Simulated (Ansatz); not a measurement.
# Li+ with SiH₄: structure and interaction energy

How do Li+ and SiH₄ sit together, how strongly do they interact, and which methods get it right?

The runs use Ansatz 0.2.0, Gaussian basis; PBE0-D4 structure, single points in def2-TZVPPD.

Levels: PBE-D4, revPBE-D4, BLYP-D4, r2SCAN-D4, B97M-V, PBE0-D4, B3LYP-D4, HSE06-D4, wB97X-V, wB97M-V, B2PLYP, Hartree-Fock, MP2, CCSD, CCSD(T). The reference is CCSD(T) extrapolated to the basis limit.

Correlated methods freeze the cores. The outer core shell of Li, Na, Mg and K is correlated. B3LYP uses VWN-RPA correlation. B2PLYP carries no dispersion term here.

163 further runs of the same task are left out: 163 set aside as unsound or not needed.

### 1 The starting structure

The pair, from a GFN2-xTB docking trial: 6 atoms, charge 1, spin multiplicity 1.

Atoms are counted from 1 here; the program's logs count them from 0.

Bond lengths: Si2–H3 1.456 Å, Si2–H4 1.625 Å, Si2–H5 1.449 Å, Si2–H6 1.480 Å. Angles: H3–Si2–H4 105.4°, H3–Si2–H5 114.4°, H3–Si2–H6 112.0°, H4–Si2–H5 111.0°, H4–Si2–H6 99.1°, H5–Si2–H6 113.5°.

Coordinates:

```xyz
6
H4LiSi
Li   -0.04430   -0.07950   -2.66020
Si    0.02870    0.02820    0.63380
H    -0.46770    1.36330    0.93310
H    -0.77760   -0.44340   -0.69550
H    -0.13900   -0.92710    1.71010
H     1.39980    0.05840    0.07870
```

Atoms 1 to 1 are fragment A (Li+), the rest fragment B (SiH₄).

### 2 A first relaxation in a small basis

File pre/in.yaml:

```yaml
crystal:
  periodic: [false, false, false]
  atoms:
    - {symbol: Li, position_ang: [-0.044300, -0.079500, -2.660200]}
    - {symbol: Si, position_ang: [0.028700, 0.028200, 0.633800]}
    - {symbol: H, position_ang: [-0.467700, 1.363300, 0.933100]}
    - {symbol: H, position_ang: [-0.777600, -0.443400, -0.695500]}
    - {symbol: H, position_ang: [-0.139000, -0.927100, 1.710100]}
    - {symbol: H, position_ang: [1.399800, 0.058400, 0.078700]}
basis:
  gaussian: {orbitals: def2-SVP}
total_charge: 1
hamiltonian: {xc: pbe, dispersion: d4}
relax: {f_tol: 0.03, max_steps: 250}
```

The run is started by

```bash
$ ansatz run in.yaml --threads 2 --pin off --events-out ev --progress --plain --max-ram 5222MiB
```

After this run come: Relaxation at PBE0-D4; wB97X-V/def2-TZVPPD; wB97M-V/def2-TZVPPD; B2PLYP/def2-TZVPPD; B97M-V/def2-TZVPPD; CCSD(T)/def2-TZVPPD; Hartree-Fock/STO-3G; SPW92/def2-SVP; wB97M-V/def2-SVP; CCSD(T)/def2-SVP; Vibrations of the pair.

Before running it: what results should come out? Wanted: interaction energy, CCSD(T)/CBS; of it Hartree-Fock; D4 term of PBE0-D4; shortest contact; lowest wavenumber.

**Answer**, as computed:

| quantity | value |
| --- | --- |
| interaction energy, CCSD(T)/CBS | -651 meV |
| of it Hartree-Fock (basis limit) | -668 meV |
| D4 term of PBE0-D4 | -8 meV |
| shortest contact | Li1–H4 1.76 Å |
| lowest wavenumber | 125 cm⁻¹ |

The pair is bound by 651 meV at fixed fragment shapes. Hartree-Fock gives 103 % of it, so electrostatics, induction and charge transfer lead. The functionals run from wB97X-V, off by -19 meV, to BLYP-D4, off by -80 meV, against CCSD(T)/CBS. Mean unsigned error by rung: GGA 52, meta-GGA 46, hybrid 55, screened hybrid 36, range-separated hybrid 24, double hybrid 45 meV. PBE-D4 gives an interaction energy 48 meV too low, an error of 7 % of the reference. CCSD(T) moves by -5 meV from triple zeta to the limit; gaps between functionals far smaller than that don't rank them. A lower arrangement may exist.
